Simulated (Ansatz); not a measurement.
# F3HOSi + HF: a complex and its separated parts, part 2 of 2

Ansatz 0.2.0, Gaussian basis. Earlier steps stand in the parts before.

### 14 wB97X-V/def2-TZVPP

The inputs:

parta/in.yaml

```yaml
crystal:
  periodic: [false, false, false]
  atoms:
    - {symbol: Si, position_ang: [-0.724378, 0.253854, -0.754505]}
    - {symbol: F, position_ang: [-0.507154, -0.216676, -2.238701]}
    - {symbol: F, position_ang: [-1.773494, -0.688308, -0.075706]}
    - {symbol: F, position_ang: [-1.318800, 1.707642, -0.822207]}
    - {symbol: O, position_ang: [0.623415, 0.184079, 0.112561]}
    - {symbol: H, position_ang: [1.391468, 0.695814, -0.142633]}
basis:
  gaussian: {orbitals: def2-TZVPP}
hamiltonian: {xc: {name: wB97X-V}}
```

partb/in.yaml

```yaml
crystal:
  periodic: [false, false, false]
  atoms:
    - {symbol: F, position_ang: [1.308746, -1.183660, 2.336597]}
    - {symbol: H, position_ang: [1.000098, -0.752847, 1.584593]}
basis:
  gaussian: {orbitals: def2-TZVPP}
hamiltonian: {xc: {name: wB97X-V}}
```

The same command starts each run, in its folder.

Started as:

```bash
> ansatz run in.yaml --threads 8 --pin off --events-out ev --progress --plain --max-ram 19148MiB
```

Log of parta, shortened:

```text
Functional definition: wB97X-V
  name "wB97X-V"
  cite "Mardirossian & Head-Gordon, Phys. Chem. Chem. Phys. 16, 9904 (2014) doi:10.1039/C3CP54374A"
  cite "Becke, J. Chem. Phys. 107, 8554 (1997) doi:10.1063/1.475007"
  cite "Vydrov & Van Voorhis, J. Chem. Phys. 133, 244103 (2010) doi:10.1063/1.3521275"
[...]
      + integral(e_c_pw_opposite_spin*poly(b97_u_opposite, cos0, cos1)) + vv10(b, c)
969 factors; their error is unknown
181 factors; integrals over basis functions are off by at most 5.9e-6 eV
[...]
mean field -18098.97559193 eV, -665.1250850772 hartree, gradient 1.7e-5 eV, S^2 0.000000; 0 other end points of the search recorded, 0 dependent functions left out
reference -18098.97559048 eV, -665.1250850239 hartree; 25, 25 occupied and 155, 155 virtual orbitals, 969 factors
Total energy: -18098.97559048 eV, -665.1250850239 hartree
```

Output in partb, shortened:

```text
[... 5 set-up lines as earlier in the session ...]
[...]
      + integral(e_c_pw_opposite_spin*poly(b97_u_opposite, cos0, cos1)) + vv10(b, c)
215 factors; their error is unknown
48 factors; integrals over basis functions are off by at most 2.2e-5 eV
[...]
mean field -2733.49560567 eV, -100.4541106785 hartree, gradient 1.0e-5 eV, S^2 0.000000; 0 other end points of the search recorded, 0 dependent functions left out
reference -2733.49560508 eV, -100.4541106567 hartree; 5, 5 occupied and 40, 40 virtual orbitals, 215 factors
Total energy: -2733.49560508 eV, -100.4541106567 hartree
```

Times: 2.1 s (parta), 0.2 s (partb) on 8 threads of Arm Neoverse V1, shared host.

### 15 wB97M-V/def2-TZVPP

Each input of step 14 (parta, partb) changes in the same lines:

```diff
-hamiltonian: {xc: {name: wB97X-V}}
+hamiltonian: {xc: {name: wB97M-V}}
```

Each run has its own folder and the same command.

Started as:

```bash
> ansatz run in.yaml --threads 8 --pin off --events-out ev --progress --plain --max-ram 19148MiB
```

Log of parta, shortened:

```text
Functional definition: wB97M-V
  name "wB97M-V"
  cite "Mardirossian & Head-Gordon, J. Chem. Phys. 144, 214110 (2016) doi:10.1063/1.4952647"
[... 2 set-up lines as earlier in the session ...]
  # Of w^i u^j: cxij and so on, Table III.
[...]
  gx(w, u) = 1 - cx + cx01*u + cx10*w
[...]
      + integral(e_c_pw_mod_opposite_spin*gos(b97_w_opposite, b97_u_opposite)) + vv10(b, c)
969 factors; their error is unknown
181 factors; integrals over basis functions are off by at most 5.9e-6 eV
[...]
mean field -18100.96815925 eV, -665.1983105754 hartree, gradient 1.6e-5 eV, S^2 0.000000; 0 other end points of the search recorded, 0 dependent functions left out
reference -18100.96819524 eV, -665.1983118983 hartree; 25, 25 occupied and 155, 155 virtual orbitals, 969 factors
Total energy: -18100.96819524 eV, -665.1983118983 hartree
```

Log of partb, shortened:

```text
[... 5 set-up lines as earlier in the session ...]
  # Of w^i u^j: cxij and so on, Table III.
[...]
  gx(w, u) = 1 - cx + cx01*u + cx10*w
[...]
      + integral(e_c_pw_mod_opposite_spin*gos(b97_w_opposite, b97_u_opposite)) + vv10(b, c)
215 factors; their error is unknown
48 factors; integrals over basis functions are off by at most 2.2e-5 eV
[...]
mean field -2733.67553176 eV, -100.4607228405 hartree, gradient 1.2e-5 eV, S^2 0.000000; 0 other end points of the search recorded, 0 dependent functions left out
reference -2733.67554643 eV, -100.4607233794 hartree; 5, 5 occupied and 40, 40 virtual orbitals, 215 factors
Total energy: -2733.67554643 eV, -100.4607233794 hartree
```

Times: 2.4 s (parta), 0.25 s (partb) on 8 threads of Arm Neoverse V1, shared host.

### 16 B2PLYP/def2-TZVPP

Each input of step 15 (parta, partb) changes in the same lines:

```diff
-hamiltonian: {xc: {name: wB97M-V}}
+hamiltonian: {xc: {name: B2PLYP}}
```

One command serves all of them, each in its own folder.

Started as:

```bash
> ansatz run in.yaml --threads 8 --pin off --events-out ev --progress --plain --max-ram 19148MiB
```

parta printed, shortened:

```text
Functional definition: B2PLYP
  name "B2PLYP"
  cite "Grimme, J. Chem. Phys. 124, 034108 (2006) doi:10.1063/1.2148954"
[... 2 set-up lines as earlier in the session ...]
[...]
1151 factors; integrals over basis functions are off by at most 7.3e-4 eV
[...]
mean field -18085.72659885 eV, -664.6381935618 hartree, gradient 5.8e-6 eV, S^2 0.000000; 0 other end points of the search recorded, 0 dependent functions left out
9 core orbitals not correlated: weight in the atoms' cores, before any rotation towards them, 1.000 or more for the frozen orbitals, at most 0.000 for the correlated occupied ones
reference -18085.72671463 eV, -664.6381978168 hartree; 16, 16 occupied and 155, 155 virtual orbitals, 1151 factors
second order -35.19905528 eV of doubles, -0.00000000 eV of singles
Total energy: -18095.23045955 eV, -664.9874540009 hartree
```

partb printed, shortened:

```text
[... 5 set-up lines as earlier in the session ...]
[...]
287 factors; integrals over basis functions are off by at most 1.0e-3 eV
[...]
mean field -2730.72527295 eV, -100.3523028288 hartree, gradient 1.4e-6 eV, S^2 0.000000; 0 other end points of the search recorded, 0 dependent functions left out
1 core orbitals not correlated: weight in the atoms' cores, before any rotation towards them, 1.000 or more for the frozen orbitals, at most 0.000 for the correlated occupied ones
reference -2730.72532965 eV, -100.3523049125 hartree; 4, 4 occupied and 40, 40 virtual orbitals, 287 factors
second order -8.59391207 eV of doubles, -0.00000000 eV of singles
Total energy: -2733.04568591 eV, -100.4375764322 hartree
```

Times: 1.4 s (parta), 0.15 s (partb) on 8 threads of Arm Neoverse V1, shared host.

### 17 PBE-QIDH/def2-TZVPP

Each input of step 16 (parta, partb) changes in the same lines:

```diff
-hamiltonian: {xc: {name: B2PLYP}}
+hamiltonian: {xc: {name: PBE-QIDH}}
```

The same command starts each run, in its folder.

Started as:

```bash
> ansatz run in.yaml --threads 8 --pin off --events-out ev --progress --plain --max-ram 19148MiB
```

Output in parta, shortened:

```text
Functional definition: PBE-QIDH
  name "PBE-QIDH"
  cite "Brémond, Sancho-García, Pérez-Jiménez & Adamo, J. Chem. Phys. 141, 031101 (2014) doi:10.1063/1.4890314"
[... 1 set-up line as earlier in the session ...]
[...]
1151 factors; integrals over basis functions are off by at most 7.3e-4 eV
[...]
mean field -18076.27003100 eV, -664.2906711033 hartree, gradient 7.7e-6 eV, S^2 0.000000; 0 other end points of the search recorded, 0 dependent functions left out
9 core orbitals not correlated: weight in the atoms' cores, before any rotation towards them, 1.000 or more for the frozen orbitals, at most 0.000 for the correlated occupied ones
reference -18076.27003866 eV, -664.2906713848 hartree; 16, 16 occupied and 155, 155 virtual orbitals, 1151 factors
second order -32.94036475 eV of doubles, -0.00000000 eV of singles
Total energy: -18087.25016024 eV, -664.6941834104 hartree
```

Output in partb, shortened:

```text
[... 4 set-up lines as earlier in the session ...]
[...]
287 factors; integrals over basis functions are off by at most 1.0e-3 eV
[...]
mean field -2728.92256313 eV, -100.2860544648 hartree, gradient 3.8e-6 eV, S^2 0.000000; 0 other end points of the search recorded, 0 dependent functions left out
1 core orbitals not correlated: weight in the atoms' cores, before any rotation towards them, 1.000 or more for the frozen orbitals, at most 0.000 for the correlated occupied ones
reference -2728.92256648 eV, -100.2860545880 hartree; 4, 4 occupied and 40, 40 virtual orbitals, 287 factors
second order -8.07143319 eV of doubles, -0.00000000 eV of singles
Total energy: -2731.61304421 eV, -100.3849278210 hartree
```

Times: 1.5 s (parta), 0.15 s (partb) on 8 threads of Arm Neoverse V1, shared host.

### 18 RPA on PBE/def2-TZVPP

The same edit goes into each in.yaml of step 17 (parta, partb):

```diff
-hamiltonian: {xc: {name: PBE-QIDH}}
+hamiltonian: {xc: pbe}
+correlation: {method: rpa}
```

One command serves all of them, each in its own folder.

Started as:

```bash
> ansatz run in.yaml --threads 8 --pin off --events-out ev --progress --plain --max-ram 19148MiB
```

Log of parta, shortened:

```text
[... 4 set-up lines as earlier in the session ...]
[...]
1151 factors; integrals over basis functions are off by at most 7.3e-4 eV
[...]
mean field -18089.67271150 eV, -664.7832105270 hartree, gradient 3.6e-6 eV, S^2 0.000000; 0 other end points of the search recorded, 0 dependent functions left out
9 core orbitals not correlated: weight in the atoms' cores, before any rotation towards them, 1.000 or more for the frozen orbitals, at most 0.000 for the correlated occupied ones
reference -18043.89951640 eV, -663.1010766333 hartree; 16, 16 occupied and 155, 155 virtual orbitals, 1151 factors
Total energy: -18088.20720491 eV, -664.7293541531 hartree
```

Log of partb, shortened:

```text
[... 4 set-up lines as earlier in the session ...]
[...]
287 factors; integrals over basis functions are off by at most 1.0e-3 eV
[...]
mean field -2731.84354230 eV, -100.3933984694 hartree, gradient 9.2e-7 eV, S^2 0.000000; 0 other end points of the search recorded, 0 dependent functions left out
1 core orbitals not correlated: weight in the atoms' cores, before any rotation towards them, 1.000 or more for the frozen orbitals, at most 0.000 for the correlated occupied ones
reference -2722.68134011 eV, -100.0566937493 hartree; 4, 4 occupied and 40, 40 virtual orbitals, 287 factors
Total energy: -2733.63264856 eV, -100.4591469119 hartree
```

Wall times: 1.5 s (parta), 0.15 s (partb) on 8 threads of Arm Neoverse V1, shared host.

### 19 CCSD(T)/def2-TZVPP

Each input of step 18 (parta, partb) changes in the same lines:

```diff
-hamiltonian: {xc: pbe}
-correlation: {method: rpa}
+correlation: {method: ccsd_t}
```

The same command starts each run, in its folder.

Started as:

```bash
> ansatz run in.yaml --threads 8 --pin off --events-out ev --progress --plain --max-ram 19148MiB
```

Output in parta, shortened:

```text
Functional definition: HF
  name "HF"
  cite "Fock, Z. Phys. 61, 126 (1930) doi:10.1007/BF01340294"
[... 1 set-up line as earlier in the session ...]
[...]
1151 factors; integrals over basis functions are off by at most 7.3e-4 eV
[...]
mean field -18045.61851063 eV, -663.1642485062 hartree, gradient 2.5e-6 eV, S^2 0.000000; 0 other end points of the search recorded, 0 dependent functions left out
9 core orbitals not correlated: weight in the atoms' cores, before any rotation towards them, 1.000 or more for the frozen orbitals, at most 0.000 for the correlated occupied ones
reference -18045.61851063 eV, -663.1642485062 hartree; 16, 16 occupied and 155, 155 virtual orbitals, 1151 factors
second order -29.76829232 eV of doubles, -0.00000000 eV of singles
cycle   1  -29.24342333 eV  change    5.2e-1 eV  update   9.9e-2
[...]
cycle   9  -29.86766941 eV  change    4.9e-6 eV  update   6.2e-6
perturbative correction -0.86785742 eV, -0.0318931721 hartree
Total energy: -18076.35403747 eV, -664.2937582841 hartree
```

partb printed, shortened:

```text
[... 4 set-up lines as earlier in the session ...]
[...]
287 factors; integrals over basis functions are off by at most 1.0e-3 eV
[...]
mean field -2722.91279022 eV, -100.0651993840 hartree, gradient 4.5e-6 eV, S^2 0.000000; 0 other end points of the search recorded, 0 dependent functions left out
1 core orbitals not correlated: weight in the atoms' cores, before any rotation towards them, 1.000 or more for the frozen orbitals, at most 0.000 for the correlated occupied ones
reference -2722.91279022 eV, -100.0651993840 hartree; 4, 4 occupied and 40, 40 virtual orbitals, 287 factors
second order -7.36478099 eV of doubles, -0.00000000 eV of singles
cycle   1  -7.29616318 eV  change    6.9e-2 eV  update   3.9e-2
[...]
cycle   8  -7.43083169 eV  change    9.7e-7 eV  update   3.3e-6
perturbative correction -0.17033022 eV, -0.0062595201 hartree
Total energy: -2730.51395213 eV, -100.3445369319 hartree
```

They took 25 s (parta), 0.2 s (partb) on 8 threads of Arm Neoverse V1, shared host; peak memory 1.9 GiB.

### 20 Vibrations of F3HOSi

The input, vib-parta/in.yaml:

```yaml
crystal:
  periodic: [false, false, false]
  atoms:
    - {symbol: Si, position_ang: [-0.724378, 0.253854, -0.754505]}
    - {symbol: F, position_ang: [-0.507154, -0.216676, -2.238701]}
    - {symbol: F, position_ang: [-1.773494, -0.688308, -0.075706]}
    - {symbol: F, position_ang: [-1.318800, 1.707642, -0.822207]}
    - {symbol: O, position_ang: [0.623415, 0.184079, 0.112561]}
    - {symbol: H, position_ang: [1.391468, 0.695814, -0.142633]}
basis:
  gaussian: {orbitals: def2-TZVP}
hamiltonian: {xc: pbe0, dispersion: d4}
phonons: {temperatures: {t_min: 298.15, t_max: 900, t_step: 200}}
```

Started as:

```bash
> ansatz run in.yaml --threads 8 --pin off --events-out ev --progress --plain --max-ram 19148MiB
```

Standard output, shortened:

```text
[... 5 set-up lines as earlier in the session ...]
[...]
931 factors; their error is unknown
[...]
mean field -18090.40652190 eV, -664.8101775619 hartree, gradient 4.0e-5 eV, S^2 0.000000; 0 other end points of the search recorded, 0 dependent functions left out
[...]
Atom 3 at    -1.318800     1.707642    -0.822207 Å, force    -0.000145    -0.000106     0.000021 eV/Å
Atom 4 at     0.623415     0.184079     0.112561 Å, force    -0.000166    -0.000349     0.000375 eV/Å
Atom 5 at     1.391468     0.695814    -0.142633 Å, force     0.000047     0.000039    -0.000018 eV/Å
Dipole moment:     0.415104     0.178836    -0.005128 e Å
Vibrations: 137.29 266.74 280.86 366.69 380.63 388.80 772.45 804.25 993.90 1021.12 1048.29 3941.32 cm⁻¹, zero-point energy 0.644863 eV
```

Wall time 26 s (8 threads of Arm Neoverse V1, shared host).

The modes, with what each moves most:

| mode | wavenumber (cm⁻¹) | character |
| --- | --- | --- |
| 1 | 137 | torsion |
| 2 | 267 | bend |
| 3 | 281 | bend |
| 4 | 367 | bend with torsion |
| 5 | 381 | bend with torsion |
| 6 | 389 | bend |
| 7 | 772 | bend with Si–F stretch |
| 8 | 804 | Si–F stretch with bend |
| 9 | 994 | Si–F stretch |
| 10 | 1021 | Si–F stretch |
| 11 | 1048 | Si–O and Si–F stretch |
| 12 | 3941 | O–H stretch |

Vibrational sums (real modes only):

| T (K) | entropy (J/mol/K) | heat capacity (J/mol/K) |
| --- | --- | --- |
| 298 | 41.1 | 51.5 |
| 498 | 72.5 | 70.2 |
| 698 | 97.8 | 79.2 |
| 898 | 118.4 | 84.1 |

### 21 Vibrations of HF

The input, vib-partb/in.yaml:

```yaml
crystal:
  periodic: [false, false, false]
  atoms:
    - {symbol: F, position_ang: [1.308746, -1.183660, 2.336597]}
    - {symbol: H, position_ang: [1.000098, -0.752847, 1.584593]}
basis:
  gaussian: {orbitals: def2-TZVP}
hamiltonian: {xc: pbe0, dispersion: d4}
phonons: {temperatures: {t_min: 298.15, t_max: 900, t_step: 200}}
```

Started as:

```bash
> ansatz run in.yaml --threads 8 --pin off --events-out ev --progress --plain --max-ram 19148MiB
```

Standard output, shortened:

```text
[... 5 set-up lines as earlier in the session ...]
[...]
200 factors; their error is unknown
[...]
mean field -2731.80169985 eV, -100.3918607878 hartree, gradient 6.8e-6 eV, S^2 0.000000; 0 other end points of the search recorded, 0 dependent functions left out
[...]
reference -2731.80152912 eV, -100.3918545138 hartree; 5, 5 occupied and 32, 32 virtual orbitals, 200 factors
Total energy: -2731.80322156 eV, -100.3919167095 hartree
Atom 0 at     1.308746    -1.183660     2.336597 Å, force     0.001378    -0.001924     0.003358 eV/Å
Atom 1 at     1.000098    -0.752847     1.584593 Å, force    -0.001378     0.001924    -0.003358 eV/Å
Dipole moment:    -0.134466     0.187689    -0.327619 e Å
Vibrations: 4153.89 cm⁻¹, zero-point energy 0.257508 eV
```

Wall time 0.7 s (8 threads of Arm Neoverse V1, shared host).

The modes, with what each moves most:

| mode | wavenumber (cm⁻¹) | character |
| --- | --- | --- |
| 1 | 4154 | F–H stretch |

Vibrational sums (real modes only):

| T (K) | entropy (J/mol/K) | heat capacity (J/mol/K) |
| --- | --- | --- |
| 298 | 0.0 | 0.0 |
| 498 | 0.0 | 0.0 |
| 698 | 0.0 | 0.1 |
| 898 | 0.1 | 0.5 |

### 22 Complex less separated parts

The complex's own energies come from single points at the same levels.

Rows are in def2-TZVPP; times add the 3 runs of a level on a shared host, so small differences are noise.

Differences are taken before rounding.

| method | rung | complex less parts (kJ/mol) | from CCSD(T) (kJ/mol) | time |
| --- | --- | --- | --- | --- |
| SPW92 | LDA | -36.1 | -15.1 | 1.2 s |
| PBE-D4 | GGA | -25.1 | -4.1 | 1.8 s |
| BLYP-D4 | GGA | -24.3 | -3.3 | 1.9 s |
| r2SCAN-D4 | meta-GGA | -23.3 | -2.4 | 3.7 s |
| B97M-V | meta-GGA | -22.5 | -1.6 | 6.4 s |
| PBE0-D4 | hybrid | -23.7 | -2.7 | 2.3 s |
| B3LYP-D4 | hybrid | -24.2 | -3.2 | 2.3 s |
| r2SCAN0-D4 | hybrid | -23.0 | -2.1 | 4 s |
| BHLYP-D4 | hybrid | -24.2 | -3.2 | 2.2 s |
| CAM-B3LYP-D4 | range-separated hybrid | -25.9 | -5.0 | 2.5 s |
| wB97X-V | range-separated hybrid | -22.3 | -1.3 | 5.3 s |
| wB97M-V | range-separated hybrid | -22.3 | -1.4 | 6.2 s |
| B2PLYP | double hybrid | -21.1 | -0.2 | 4.1 s |
| PBE-QIDH | double hybrid | -21.3 | -0.4 | 4.1 s |
| RPA on PBE | RPA | -18.0 | +2.9 | 4.1 s |
| Hartree-Fock | wavefunction | -13.5 | +7.4 |  |
| MP2 | wavefunction | -21.0 | -0.1 |  |
| CCSD | wavefunction | -19.7 | +1.3 |  |
| CCSD(T) | wavefunction | -21.0 | 0 | 2.2 min |

Among the levels timed on like hardware and quicker than the yardstick, those that no quicker one beats, quickest first: SPW92 (1.2 s, -15.1 kJ/mol); PBE-D4 (1.8 s, -4.1 kJ/mol); BLYP-D4 (1.9 s, -3.3 kJ/mol); BHLYP-D4 (2.2 s, -3.2 kJ/mol); B3LYP-D4 (2.3 s, -3.2 kJ/mol); PBE0-D4 (2.3 s, -2.7 kJ/mol); r2SCAN-D4 (3.7 s, -2.4 kJ/mol); r2SCAN0-D4 (4 s, -2.1 kJ/mol); B2PLYP (4.1 s, -0.2 kJ/mol).

For cost: B2PLYP gets within 0.2 kJ/mol in 4.1 s, where CCSD(T) took 2.2 min; the quickest level in the cost chart, SPW92, takes 1.2 s and misses by 15.1 kJ/mol.

The complex's zero-point energy, from a separate PBE0-D4 run, is 0.975 eV.

### 23 What came out

This closing draws on all 2 parts.

```
                              quantity         value
complex less parts, CCSD(T)/def2-TZVPP  -21.0 kJ/mol
                with zero-point energy  -14.0 kJ/mol
                 largest T1 diagnostic         0.011
```

**Reading.** At CCSD(T) the complex lies 21.0 kJ/mol below its parts. B2PLYP is the best functional here (-0.2 kJ/mol from CCSD(T)); SPW92 is the worst (-15.1 kJ/mol). Mean unsigned error by rung: LDA 15.1, GGA 3.7, meta-GGA 2.0, hybrid 2.8, range-separated hybrid 2.6, double hybrid 0.3 kJ/mol. PBE-D4 gives a relative energy 4.1 kJ/mol too low, inside chemical accuracy (1 kcal/mol, 4.2 kJ/mol). No counterpoise was applied, and triple zeta lacks some correlation, so the CCSD(T) reference has a basis error of its own, and close matches with it are partly luck.
